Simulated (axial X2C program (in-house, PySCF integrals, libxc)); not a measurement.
# Linear SeOH at several levels

How do method and spin–orbit coupling move the bonds and stretches of SeOH, held linear?

The runs use an in-house X2C program for linear molecules on PySCF integrals; all-electron X2C, two-component (2c) or spin-free, Se dyall-v3z, O dyall-av3z, H dyall-v3z.

All values are calculated.

2 further runs of the same task are left out: 2 set aside as unsound or not needed.

**1. Set-up**

Contents of task.json:

```json
{
 "zs": [
  34,
  8,
  1
 ],
 "q": 0,
 "bas": [
  "dyall-v3z",
  "dyall-av3z",
  "dyall-v3z"
 ],
 "r0": [
  1.79,
  0.96
 ],
 "symm": 0,
 "scan": [
  "PBE0",
  "HF",
  "B3LYP"
 ],
 "levels": [
  "PBE0",
  "HF",
  "r2SCAN"
 ],
 "nst": 2
}
```

Keys: zs atomic numbers; q charge; bas basis sets; r0 starting distance in Å; symm equal bonds; scan levels of the two-bond scan (MP2 follows by itself at each HF point); levels methods; nst determinants followed.

Command:

```bash
$ python solin.py task.json out
```

Masses Se 79.917, O 15.995, H 1.008 u.

**2. Scan at PBE0, 2c**

State: Ω = 3/2 (beyond evenly filled blocks: ω = 3/2). Energies above the lowest point, from the job's result record:

| r(Se–O) (Å) | r(O–H) (Å) | E (meV) |
| --- | --- | --- |
| 1.6887 | 0.9253 | 42.82 |
| 1.6887 | 0.9490 | 27.85 |
| 1.6887 | 0.9727 | 44.90 |
| 1.7320 | 0.9253 | 16.22 |
| 1.7320 | 0.9490 | 0.00 |
| 1.7320 | 0.9727 | 15.82 |
| 1.7320 | 0.9964 | 58.82 |
| 1.7753 | 0.9253 | 47.97 |
| 1.7753 | 0.9490 | 30.48 |
| 1.7753 | 0.9727 | 45.04 |
| 1.8186 | 0.9490 | 106.91 |
| 1.8186 | 0.9964 | 160.65 |

A quadratic surface with cubic terms in each bond gives the minimum at 1.729 and 0.949 Å, force constants 5.05, 9.17 and coupling -0.20 mdyn/Å.

**3. Scan at HF, 2c**

State: Ω = 3/2 (beyond evenly filled blocks: ω = 3/2). Energies above the lowest point, from the job's result record:

| r(Se–O) (Å) | r(O–H) (Å) | E (meV) |
| --- | --- | --- |
| 1.6887 | 0.9253 | 1.84 |
| 1.6887 | 0.9490 | 8.84 |
| 1.6887 | 0.9727 | 48.03 |
| 1.7320 | 0.9253 | 0.00 |
| 1.7320 | 0.9490 | 5.84 |
| 1.7320 | 0.9727 | 43.87 |
| 1.7320 | 0.9964 | 109.21 |
| 1.7753 | 0.9253 | 56.11 |
| 1.7753 | 0.9490 | 60.78 |
| 1.7753 | 0.9727 | 97.64 |
| 1.8186 | 0.9490 | 160.95 |
| 1.8186 | 0.9964 | 259.58 |

A quadratic surface with cubic terms in each bond gives the minimum at 1.711 and 0.933 Å, force constants 5.47, 10.1 and coupling -0.18 mdyn/Å.

**4. Scan at B3LYP, 2c**

State: Ω = 3/2 (beyond evenly filled blocks: ω = 3/2). Energies above the lowest point, from the job's result record:

| r(Se–O) (Å) | r(O–H) (Å) | E (meV) |
| --- | --- | --- |
| 1.6887 | 0.9253 | 69.91 |
| 1.6887 | 0.9490 | 51.67 |
| 1.6887 | 0.9727 | 65.17 |
| 1.7320 | 0.9253 | 19.49 |
| 1.7320 | 0.9490 | 0.00 |
| 1.7320 | 0.9727 | 12.27 |
| 1.7320 | 0.9964 | 51.47 |
| 1.7753 | 0.9253 | 27.82 |
| 1.7753 | 0.9490 | 7.05 |
| 1.7753 | 0.9727 | 18.05 |
| 1.8186 | 0.9490 | 60.49 |
| 1.8186 | 0.9964 | 106.84 |

A quadratic surface with cubic terms in each bond gives the minimum at 1.748 and 0.951 Å, force constants 4.64, 8.91 and coupling -0.20 mdyn/Å.

**5. Comparison**

| level | r(Se–O) (Å) | r(O–H) (Å) | lower stretch (cm⁻¹) | upper stretch (cm⁻¹) |
| --- | --- | --- | --- | --- |
| PBE0, 2c | 1.729 | 0.949 | 779.4 | 4060.2 |
| HF, 2c | 1.711 | 0.933 | 811.5 | 4269.5 |
| B3LYP, 2c | 1.748 | 0.951 | 747.1 | 4003.9 |
| MP2, 2c | 1.737 | 0.951 | 781.2 | 4032.7 |
| PBE0, spin-free | 1.728 | 0.948 | 783.0 | 4061.6 |
| HF, spin-free | 1.709 | 0.933 | 816.9 | 4271.0 |
| B3LYP, spin-free | 1.746 | 0.951 | 751.3 | 4005.8 |
| MP2, spin-free | 1.735 | 0.951 | 783.2 | 4032.3 |

Scans not shown above were run alike.

What this shows: Over the levels the Se–O bond spans 1.709 to 1.748 Å and the O–H bond 0.933 to 0.951 Å. At PBE0 going from spin-free to two-component moves the bonds by +0.002 and +0.000 Å. Each state is one determinant, the lowest of a limited PBE0 search; the stretches come from a fit to few points and are good to some per cent at best. MP2 freezes inner shells (threshold -2 hartree). The molecule was held linear; bending was not examined, so a bent shape may lie lower. Note: functional without a current term on a determinant with orbital currents, of the molecule or an atom.
